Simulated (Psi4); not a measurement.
# GaH3 (SMILES [GaH3]): AQCC/pcseg-1 (density fitting)

Aim: the energy difference between two shapes of GaH3 at AQCC/pcseg-1 (density fitting), from 2 runs. 

The results are computed with Psi4 1.11.

8 further runs of the same task are left out: 2 for a known fault of the program, 6 set aside as unsound or not needed.

## Step 1: Starting point

GaH3: 4 atoms, total charge 0, spin state singlet. SMILES: `[GaH3]`. The shape is that of a PBE0-D4/def2-TZVP optimisation.

Bond lengths: Ga1–H2 1.568 Å, Ga1–H3 1.568 Å, Ga1–H4 1.568 Å. Angles: H2–Ga1–H3 120.0°, H2–Ga1–H4 120.0°, H3–Ga1–H4 120.0°.

## Step 2: A single-point energy at AQCC/pcseg-1 (density fitting)

input.inp reads:

```
memory 1.6 GB

molecule molecule1 {
  0 1
  Ga
  H 1 R2
  H 1 R3 2 A3
  H 1 R4 3 A4 2 D4

  R2 = 1.568434
  R3 = 1.568404
  A3 = 119.9994
  R4 = 1.568358
  A4 = 120.00294
  D4 = 179.88964
  units angstrom
  no_reorient
  no_com
}

set basis pcseg-1
set reference rhf
set scf_type df
set freeze_core true

energy_value, wavefunction = energy('aqcc', return_wfn=True)
```

Launch:

```sh
$ psi4 input.inp input.out -n 1
```

input.out:

```text
[...]
  Running in c1 symmetry.
[...]
  Nuclear repulsion =   31.962563877615406
[...]
  Multiplicity = 1
[...]
  Nalpha       = 17
  Nbeta        = 17
[...]
    Number of basis functions: 42
[...]
   @DF-RHF iter   1: -1924.12061120174985   -4.13030e+00   2.27474e-02 ADIIS/DIIS
[...]
   @DF-RHF iter   9: -1924.70346297586843    1.59162e-12   9.63823e-10 DIIS
[...]
    Orbital Energies [Eh]
    ---------------------
    Doubly Occupied:
       1A   -378.743851     2A    -48.131461     3A    -42.495955
       4A    -42.492815     5A    -42.492815     6A     -6.402534
       7A     -4.520033     8A     -4.513043     9A     -4.513042
      10A     -1.230915    11A     -1.224379    12A     -1.224379
      13A     -1.220227    14A     -1.220226    15A     -0.602770
      16A     -0.430974    17A     -0.430962
[...]
  @DF-RHF Final Energy: -1924.70346297586843
   => Energetics <=
    Nuclear Repulsion Energy =             31.9625638776154055
    One-Electron Energy =               -2749.5512876311904620
    Two-Electron Energy =                 792.8852607777063213
    Total Energy =                      -1924.7034629758686606
[...]
 Multipole Moments:
 ------------------------------------------------------------------------------------
     Multipole            Electronic (a.u.)      Nuclear  (a.u.)        Total (a.u.)
 ------------------------------------------------------------------------------------
 L = 1.  Multiply by 2.5417464519 to convert [e a0] to [Debye]
 Dipole X            :          0.0041425           -0.0025892            0.0015533
 Dipole Y            :         -0.0000391            0.0000171           -0.0000220
 Dipole Z            :         -0.0002199            0.0001236           -0.0000963
 Magnitude           :                                                    0.0015564
[...]
      * SCS-MP2 total energy:                -1924.798950951264
[...]
      * MP2 total energy:                    -1924.790642971822
[...]
```

Wall time 3 s (1 thread of Intel Xeon Platinum 8488C (Sapphire Rapids), shared host); peak memory 0.21 GiB.

## Step 3: The distorted shape

calc.inp reads:

```
memory 1600 mb

molecule molecule1 {
  0 1
  Ga     0.012353     0.017957     0.040681
  H      1.253452     0.332764     0.909139
  H     -0.543173    -1.492945     0.010349
  H     -0.651734     1.082343    -0.948851
  no_reorient
  no_com
}

set globals {
  basis pcseg-1
  reference rhf
  scf_type df
  freeze_core true
}

e_tot, wfn = energy('aqcc', return_wfn=True)
```

Launch:

```sh
$ psi4 -i calc.inp -o calc.out -n 1
```

calc.out:

```text
[...]
  Running in c1 symmetry.
[...]
  Nuclear repulsion =   31.637119942329928
[...]
  Multiplicity = 1
[...]
  Nalpha       = 17
  Nbeta        = 17
[...]
    Number of basis functions: 42
[...]
   @DF-RHF iter   1: -1924.11288355362944   -4.15273e+00   2.27444e-02 DIIS/ADIIS
[...]
   @DF-RHF iter   9: -1924.70218343564102   -1.59162e-12   2.42814e-09 DIIS
[...]
    Orbital Energies [Eh]
    ---------------------
    Doubly Occupied:
       1A   -378.747256     2A    -48.134475     3A    -42.498994
       4A    -42.496006     5A    -42.495787     6A     -6.405042
       7A     -4.522595     8A     -4.515622     9A     -4.515419
      10A     -1.233218    11A     -1.227005    12A     -1.226811
      13A     -1.222694    14A     -1.222136    15A     -0.600355
      16A     -0.435186    17A     -0.423517
[...]
  @DF-RHF Final Energy: -1924.70218343564102
   => Energetics <=
    Nuclear Repulsion Energy =             31.6371199423299281
    One-Electron Energy =               -2748.8343670117933470
    Two-Electron Energy =                 792.4950636338224967
    Total Energy =                      -1924.7021834356410181
[...]
 Multipole Moments:
 ------------------------------------------------------------------------------------
     Multipole            Electronic (a.u.)      Nuclear  (a.u.)        Total (a.u.)
 ------------------------------------------------------------------------------------
 L = 1.  Multiply by 2.5417464519 to convert [e a0] to [Debye]
 Dipole X            :         -0.8302080            0.8342914            0.0040834
 Dipole Y            :         -0.8138891            0.9048557            0.0909666
 Dipole Z            :         -2.2287328            2.3276664            0.0989336
 Magnitude           :                                                    0.1344599
[...]
      * SCS-MP2 total energy:                -1924.797588762332
[...]
      * MP2 total energy:                    -1924.789207387430
[...]
```

Wall time 3 s (1 thread of Intel Xeon Platinum 8488C (Sapphire Rapids), shared host); peak memory 0.21 GiB.

## Step 4: Outcome

At AQCC/pcseg-1 (density fitting), 9 core orbitals frozen:

```
                                                    quantity           value
                                   first shape: total energy  -1924.81383 Eh
            first shape: HOMO energy (Hartree–Fock orbitals)       -11.73 eV
            first shape: LUMO energy (Hartree–Fock orbitals)         0.85 eV
          first shape: HOMO–LUMO gap (Hartree–Fock orbitals)        12.57 eV
    first shape: correlation energy (9 core orbitals frozen)      -110.4 mEh
                               distorted shape: total energy  -1924.81263 Eh
        distorted shape: HOMO energy (Hartree–Fock orbitals)       -11.52 eV
        distorted shape: LUMO energy (Hartree–Fock orbitals)         0.81 eV
      distorted shape: HOMO–LUMO gap (Hartree–Fock orbitals)        12.34 eV
distorted shape: correlation energy (9 core orbitals frozen)      -110.4 mEh
                      energy change with the atoms displaced        0.033 eV
```

In words: With the atoms displaced the energy rises by 0.03 eV (0.8 kcal/mol). The first shape isn't relaxed at this level, so the change isn't measured from a minimum.
